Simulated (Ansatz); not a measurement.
# Cu3B5Pt: the cost of one run

Program: Ansatz 0.2.0. Level of theory: DFT PBE, scalar-relativistic, plane waves, PAW. These are calculated values, not measurements.

**1. Starting point**

Symmetry: P-62m, No. 189, hexagonal system. The conventional cell has a = 5.455 Å, b = 5.455 Å, c = 3.355 Å, α = 90.00°, β = 90.00°, γ = 120.00°. Around Cu (site symmetry m2m) lie 1 Pt at 2.22 Å and 4 B at 2.36 Å. B (site symmetry m2m) is surrounded by 2 Pt at 2.12 Å and 2 B at 2.13 Å. B (site symmetry -6) is surrounded by 3 B at 2.13 Å and 6 Cu at 2.36 Å. Pt (site symmetry -62m) has 6 B at 2.12 Å and 3 Cu at 2.22 Å as nearest neighbours.

Structure file:

```xyz
9
Lattice="5.4553 0.0000 0.0000 -2.7276 4.7244 0.0000 0.0000 0.0000 3.3546" Properties=species:S:1:pos:R:3 pbc="T T T"
Cu    3.2354    0.0000    1.6773
Cu    1.1099    1.9225    1.6773
Cu   -1.6177    2.8020    1.6773
B     1.2902    0.0000    0.0000
B    -0.6451    1.1173    0.0000
B     2.7276    1.5748    0.0000
B     0.0000    3.1496    0.0000
B     2.0826    3.6071    0.0000
Pt    0.0000    0.0000    1.6773
```

Recipe of the guess: species swapped into a database cell of Lu3Ga5Ni (P-62m, No. 189), with Cu on the Lu sites, B on the Ga sites and Pt on the Ni sites. Its size is a rough estimate.

**2. Probe: one point on a coarse mesh**

Input file input.yaml:

```yaml
crystal:
  lattice:
    - [5.4552753, 0.0, 0.0]
    - [-2.72763765, 4.72440699, 0.0]
    - [0.0, 0.0, 3.35463444]
  atoms:
    - { symbol: Cu, position: [0.59307992, 0.0, 0.5] }
    - { symbol: Cu, position: [0.40692008, 0.40692008, 0.5] }
    - { symbol: Cu, position: [0.0, 0.59307992, 0.5] }
    - { symbol: B, position: [0.236499, 0.0, 0.0] }
    - { symbol: B, position: [0.0, 0.236499, 0.0] }
    - { symbol: B, position: [0.66666667, 0.33333333, 0.0] }
    - { symbol: B, position: [0.33333333, 0.66666667, 0.0] }
    - { symbol: B, position: [0.763501, 0.763501, 0.0] }
    - { symbol: Pt, position: [0.0, 0.0, 0.5] }
basis:
  ecutwfc: 420
kpoints:
  mp_grid: { grid: [6, 6, 6] }
hamiltonian:
  xc: pbe
scf:
  occupations: { method: gaussian, width: 0.1 }
  lower_state_search: "off"
output:
  forces: true
  stress: true
  eigenvalues: true
```

Launch:

```console
> ansatz run input.yaml --threads 1 --pin off --max-ram 2560MiB --backend cpu --events-out ev --progress --plain --runs-dir out
```

Q: Estimate wall time and peak memory on 1 thread of Arm Neoverse N1, shared host.

About 20 s, with a peak of 0.38 GiB.
